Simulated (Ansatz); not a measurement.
**C3H8Ge: up Jacob's ladder to CCSD(T)**

How much do the methods differ for C3H8Ge? The plan is to run it at one geometry with functionals of several rungs and with coupled cluster, and see how far each lands from CCSD(T) at the basis-set limit for the atomisation energy.

Program: Ansatz 0.2.0, Gaussian basis. Level of theory: functionals in def2-TZVPP, the program's frozen cores in correlated methods. These are calculated values, not measurements.

Plan: PBE-D4, r2SCAN-D4, PBE0-D4, B3LYP-D4, ωB97X-V, ωB97M-V, B2PLYP; CCSD(T)/def2-TZVPP; MP2/def2-QZVPP; extrapolation to the limit.

**1. Structure used throughout**

All runs share one geometry, relaxed beforehand with PBE0-D4 in a triple-zeta def2 set.

SMILES `C[CH]1[CH2][GeH2]1`, 12 atoms, charge 0, spin multiplicity 1.

Atoms are counted from 1 here; the program's logs count them from 0.

Bond lengths: C1–C2 1.505 Å, C1–H5 1.092 Å, C1–H6 1.094 Å, C1–H7 1.097 Å, C2–C3 1.524 Å, C2–Ge4 1.950 Å, C2–H8 1.087 Å, C3–Ge4 1.947 Å, C3–H9 1.086 Å, C3–H10 1.085 Å, Ge4–H11 1.524 Å, Ge4–H12 1.523 Å. Angles: C2–C1–H5 111.6°, C2–C1–H6 111.4°, C2–C1–H7 110.8°, H5–C1–H6 107.5°, H5–C1–H7 108.0°, H6–C1–H7 107.2°, C1–C2–C3 118.2°, C1–C2–Ge4 121.5°, C1–C2–H8 114.1°, C3–C2–Ge4 66.9°, C3–C2–H8 114.0°, Ge4–C2–H8 114.1°, C2–C3–Ge4 67.1°, C2–C3–H9 116.2°, C2–C3–H10 117.6°, Ge4–C3–H9 117.1°, Ge4–C3–H10 118.3°, H9–C3–H10 113.2° and more.

**2. PBE-D4 (GGA)**

Contents of in.yaml:

```yaml
crystal:
  periodic: [false, false, false]
  atoms:
    - {symbol: C, position_ang: [-0.685987, 1.210341, 0.692384]}
    - {symbol: C, position_ang: [-0.444455, 0.158152, -0.355637]}
    - {symbol: C, position_ang: [0.987264, -0.081148, -0.818459]}
    - {symbol: Ge, position_ang: [0.225778, -1.611421, 0.113943]}
    - {symbol: H, position_ang: [-1.689304, 1.133096, 1.116569]}
    - {symbol: H, position_ang: [0.027904, 1.124745, 1.516545]}
    - {symbol: H, position_ang: [-0.573195, 2.215683, 0.269320]}
    - {symbol: H, position_ang: [-1.175997, 0.156230, -1.159957]}
    - {symbol: H, position_ang: [1.758222, 0.480758, -0.299988]}
    - {symbol: H, position_ang: [1.163611, -0.164484, -1.885416]}
    - {symbol: H, position_ang: [0.674859, -1.851308, 1.550414]}
    - {symbol: H, position_ang: [-0.191601, -2.825643, -0.705717]}
basis:
  gaussian: {orbitals: def2-TZVPP}
hamiltonian: {xc: pbe, dispersion: d4}
output: {forces: true, orbitals: {seedname: orbitals}}
```

Run with:

```bash
> ansatz run in.yaml --threads 4 --pin off --events-out ev --progress --plain --max-ram 10444MiB
```

Further steps of the session: r2SCAN-D4 (meta-GGA); PBE0-D4 (hybrid); B3LYP-D4 (hybrid); ωB97X-V (range-separated); ωB97M-V (range-separated); B2PLYP (double hybrid); CCSD(T) in def2-TZVPP; MP2 in def2-QZVPP.

**Question.** What will the summary of the whole plan be? Wanted: atomisation energy, CCSD(T)/CBS; farthest; mean size of error, hybrid; mean size of error, range-separated; gap, smallest and largest; T1 diagnostic; triples share of the correlation energy.

As calculated:

| quantity | value |
| --- | --- |
| atomisation energy, CCSD(T)/CBS | 1031.4 kcal/mol |
| functionals within 10.3 kcal/mol (1.0 %) | r2SCAN-D4, PBE0-D4, B3LYP-D4, ωB97X-V, ωB97M-V |
| farthest | B2PLYP (-14.2 kcal/mol) |
| mean size of error, hybrid | 3.6 kcal/mol |
| mean size of error, range-separated | 1.9 kcal/mol |
| gap, smallest and largest | 4.96 eV (PBE-D4), 10.95 eV (ωB97X-V) |
| T1 diagnostic | 0.0104 |
| triples share of the correlation energy | 4.0 % |

What this shows: PBE-D4 misses by +12.3 kcal/mol. Double hybrids carry the basis error of their MP2 part in triple zeta, and no dispersion term here, so their miss is partly the set-up's. The reference freezes the cores and leaves out relativity and excitations past (T), and its outer-core shells are covered unevenly, so misses under about 10.3 kcal/mol can't be ranked. Hartree-Fock recovers 74 % of the binding; the rest is correlation. The gap grows from 5.0 to 11.0 eV across the functionals, mostly with the share of exact exchange. Correlated methods include outer-core shells of Ge, which these sets cover unevenly.
